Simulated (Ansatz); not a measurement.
# CaZrN: the cost of one run

Program: Ansatz 0.2.0. Level of theory: DFT PBE, scalar-relativistic, plane waves, PAW. These are calculated values, not measurements.

### 1 Starting point

The structure is hexagonal, space group P-6m2 (No. 187). Conventional cell: a = 4.222 Å, b = 4.222 Å, c = 3.332 Å, α = 90.00°, β = 90.00°, γ = 120.00°. Ca (site symmetry -6m2) has 3 Zr at 2.44 Å and 6 N at 2.95 Å as nearest neighbours. Zr (site symmetry -6m2) has 3 Ca at 2.44 Å and 6 N at 2.95 Å as nearest neighbours. Around N (site symmetry -6m2) lie 6 Ca at 2.95 Å and 6 Zr at 2.95 Å.

As a file:

```
Ca Zr N
1.0
     4.22240    0.00000    0.00000
    -2.11120    3.65670    0.00000
     0.00000    0.00000    3.33156
Ca Zr N
1 1 1
Direct
  0.33333 0.66667 0.50000
  0.00000 0.00000 0.50000
  0.66667 0.33333 0.00000
```

The cell is invented: species swapped into a database cell of TmAlGa (P-6m2, No. 187), with N on the Tm sites, Zr on the Al sites and Ca on the Ga sites. Lengths come from tabulated atomic sizes and are only a guess.

### 2 A first look at the guess

input.yaml reads:

```yaml
crystal:
  lattice:
    - [4.22239734, 0.0, 0.0]
    - [-2.11119867, 3.65670336, 0.0]
    - [0.0, 0.0, 3.33156289]
  atoms:
    - { symbol: Ca, position: [0.33333333, 0.66666667, 0.5] }
    - { symbol: Zr, position: [0.0, 0.0, 0.5] }
    - { symbol: "N", position: [0.66666667, 0.33333333, 0.0] }
basis:
  ecutwfc: 420
kpoints:
  mp_grid: { grid: [6, 6, 6] }
hamiltonian:
  xc: pbe
scf:
  occupations: { method: gaussian, width: 0.1 }
  lower_state_search: "off"
output:
  forces: true
  stress: true
  eigenvalues: true
```

Command:

```console
ansatz run input.yaml --threads 1 --pin off --max-ram 2560MiB --backend cpu --events-out ev --progress --plain --runs-dir out
```

**Question.** How long does this run take on 1 thread of Intel Xeon 6975P-C (Granite Rapids), shared host, and how much memory does it need?

About 1.4 s, with a peak of 0.39 GiB.
